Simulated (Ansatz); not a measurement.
# AlHSe: the cost of one run

The runs use Ansatz 0.2.0, Gaussian basis; def2-QZVPP, all electrons in the functionals.

Plan: PBE, BLYP, r2SCAN, B97M-V, PBE0, B3LYP, at charge 0, triplet; charge 0, singlet; charge 0, quintet; charge 1, doublet; charge 1, quartet.

10 further runs of the same task are left out: 10 set aside as unsound or not needed. Runs told in other sessions of the task aren't counted.

## (1) The system

The geometry is a PBE0/def2-TZVP stationary point (not a proven minimum). No spin-orbit coupling is included. The filled d shell of Se may be among the frozen orbitals whatever the setting's name suggests.

3 atoms, charge 0, spin multiplicity 3.

Atoms are counted from 1 here; the program's logs count them from 0.

Bond lengths: Al1–Se2 2.346 Å, Al1–H3 1.607 Å. Angles: Se2–Al1–H3 111.9°.

No dispersion term is added; B97M-V holds VV10 nonlocal correlation. B3LYP takes the VWN-RPA correlation.

The geometry shown and the zero of energy belong to the point charge 0, triplet. The yardstick, RCCSD(T), and other wave-function levels (R restricted, U unrestricted, valence and pair active spaces) come from earlier runs.

## (2) PBE, charge 0, triplet

The input, in.yaml:

```yaml
crystal:
  periodic: [false, false, false]
  atoms:
    - {symbol: Al, position_ang: [0.000000, -0.119188, 1.722270]}
    - {symbol: Se, position_ang: [0.000000, 0.023721, -0.619315]}
    - {symbol: H, position_ang: [0.000000, 1.332277, 2.412440]}
basis:
  gaussian: {orbitals: "def2-QZVPP.json"}
magnetization: {spin_polarized: true, initial_magnetization: 2}
hamiltonian: {xc: {name: PBE}}
output: {orbitals: {seedname: orbitals}}
```

Started as:

```
$ ansatz run in.yaml --threads 1 --pin off --events-out ev --progress --plain --max-ram 2393MiB
```

What time and memory should one allow on 1 thread of Arm Neoverse V1, shared host?

About 20 s, with a peak of 0.4 GiB.
